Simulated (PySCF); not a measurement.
# [TlCl2]−: other functionals and bases at one geometry

How far do other levels of theory move the description of [TlCl2]−, and what does each cost? It is a constructed species; whether it can be made isn't addressed.

The runs use PySCF 2.14.0; several levels, as the steps say, no spin–orbit coupling.

4 further runs of the same task are left out: 2 for a known fault of the program, 2 that didn't finish.

## Step 1: The system as given

3 atoms, charge -1, spin multiplicity 1.

Bond lengths: Tl1–Cl2 2.680 Å, Tl1–Cl3 2.680 Å. Angles: Cl2–Tl1–Cl3 101.7°.

Coordinates:

```xyz
3
Cl2Tl
Tl   -0.9893    0.0000    0.0000
Cl    0.7020    0.0000    2.0785
Cl    0.7020    0.0000   -2.0785
```

Formal oxidation states: Tl +1. An earlier session relaxed this geometry at PBE, Tl def2-SVP with ECP60, Cl def2-SVP (singlet, point group C2v).

At PBE on the finer grid: E = -1092.461937 Eh, HOMO -0.65 eV, LUMO 2.53 eV, Mulliken charge on Tl1 +0.03 e, largest force component 0.064 eV/Å. 

Levels to run: revPBE; BP86; BLYP; TPSS; PBE, TZVP; PBE, x2c-SVP. Hardware: 2 threads of Arm Neoverse V1, shared host.

## Step 2: revPBE

run.py (the lines that set the calculation)

```python
mol = gto.M(atom='''
Tl    -0.98928     0.00000     0.00000
Cl     0.70199     0.00000     2.07853
Cl     0.70199     0.00000    -2.07853''',
    basis={'Tl': 'def2-SVP', 'Cl': 'def2-SVP'},
    ecp={'Tl': 'def2-SVP'},
    charge=-1, spin=0)
mf = dft.RKS(mol, xc='PBE_R,PBE')
mf.grids.atom_grid = (75, 302)
mf = mf.density_fit()  # fitting sets: Tl def2-universal-JKFIT, Cl def2-universal-JKFIT
mf.conv_tol = 1e-08; mf.max_cycle = 55
mf.kernel(dm0)  # dm0: the density of the relaxed state
```

Started as:

```bash
$ OMP_NUM_THREADS=2 python run.py
```

## Step 3: BP86

Edit run.py (the lines that set the calculation) of step 2 so:

```diff
@@ -7,3 +7,3 @@
     charge=-1, spin=0)
-mf = dft.RKS(mol, xc='PBE_R,PBE')
+mf = dft.RKS(mol, xc='B88,P86')
 mf.grids.atom_grid = (75, 302)
```

## Step 4: BLYP

Edit run.py (the lines that set the calculation) of step 3 so:

```diff
@@ -7,3 +7,3 @@
     charge=-1, spin=0)
-mf = dft.RKS(mol, xc='B88,P86')
+mf = dft.RKS(mol, xc='BLYP')
 mf.grids.atom_grid = (75, 302)
```

## Step 5: TPSS

Edit run.py (the lines that set the calculation) of step 4 so:

```diff
@@ -7,3 +7,3 @@
     charge=-1, spin=0)
-mf = dft.RKS(mol, xc='BLYP')
+mf = dft.RKS(mol, xc='TPSS')
 mf.grids.atom_grid = (75, 302)
```

## Step 6: PBE, TZVP

Basis: Tl def2-TZVP with ECP60, Cl def2-TZVP. 

run.py (the lines that set the calculation)

```python
mol = gto.M(atom='''
Tl    -0.98928     0.00000     0.00000
Cl     0.70199     0.00000     2.07853
Cl     0.70199     0.00000    -2.07853''',
    basis={'Tl': 'def2-TZVP', 'Cl': 'def2-TZVP'},
    ecp={'Tl': 'def2-TZVP'},
    charge=-1, spin=0)
mf = dft.RKS(mol, xc='PBE')
mf.grids.atom_grid = (75, 302)
mf = mf.density_fit()  # fitting sets: Tl def2-universal-JKFIT, Cl def2-universal-JKFIT
mf.conv_tol = 1e-08; mf.max_cycle = 55
mf.kernel(dm0)  # dm0: free metal ions and neutral atoms
```

## Step 7: PBE, x2c-SVP

Basis: Tl x2c-SVPall, Cl x2c-SVPall. All electrons are treated, with the spin-free X2C Hamiltonian.

run.py (the lines that set the calculation)

```python
mol = gto.M(atom='''
Tl    -0.98928     0.00000     0.00000
Cl     0.70199     0.00000     2.07853
Cl     0.70199     0.00000    -2.07853''',
    basis={'Tl': 'x2c-SVPall', 'Cl': 'x2c-SVPall'},
    nucmod='G',
    charge=-1, spin=0)
mf = dft.RKS(mol, xc='PBE')
mf.grids.atom_grid = (99, 590)
mf = mf.density_fit()  # fitting sets: Tl AutoAux, Cl AutoAux
mf = mf.sfx2c1e()
mf.conv_tol = 1e-08; mf.max_cycle = 55
mf.kernel(dm0)  # dm0: free metal ions and neutral atoms
```

Q: Predict the outcome of this session. Wanted: for each run, HOMO; gap; charge on Tl1; dipole; largest force.

The runs gave:

| level | state | HOMO (eV) | gap (eV) | charge on Tl1 (e) | dipole (D) | largest force (eV/Å) | basis functions | time |
| --- | --- | --- | --- | --- | --- | --- | --- | --- |
| PBE (relaxed here) | singlet | -0.65 | 3.18 | 0.03 | 5.27 | 0.06 | 62 | 2.5 s |
| revPBE | singlet | -0.60 | 3.22 | 0.06 | 5.37 | 0.15 | 62 | 1.3 s |
| BP86 | singlet | -0.77 | 3.19 | 0.04 | 5.26 | 0.06 | 62 | 1.2 s |
| BLYP | singlet | -0.43 | 3.05 | 0.01 | 5.07 | 0.18 | 62 | 1.3 s |
| TPSS | singlet | -0.76 | 3.38 | 0.09 | 5.51 | 0.06 | 62 | 1.7 s |
| PBE, TZVP | singlet | -1.18 | 3.31 | 0.26 | 6.28 | 0.08 | 124 | 5.3 s |
| PBE, x2c-SVP | singlet | -0.63 | 3.20 | 0.07 | 5.29 | 0.19 | 98 | 12 s |

Times are on 2 threads of Arm Neoverse V1, shared host; the first row also made further properties. The dipole of a charged species depends on the origin, so these sizes hold for this origin alone.

In one basis the gap runs from 3.05 eV (BLYP) to 3.38 eV (TPSS). The largest leftover force, 0.19 eV/Å with PBE, x2c-SVP, stands at a geometry relaxed at another level. The Mulliken charge on Tl spans +0.01 to +0.26 e over the levels. Total energies of different levels can't be compared. Spin–orbit coupling is left out throughout.
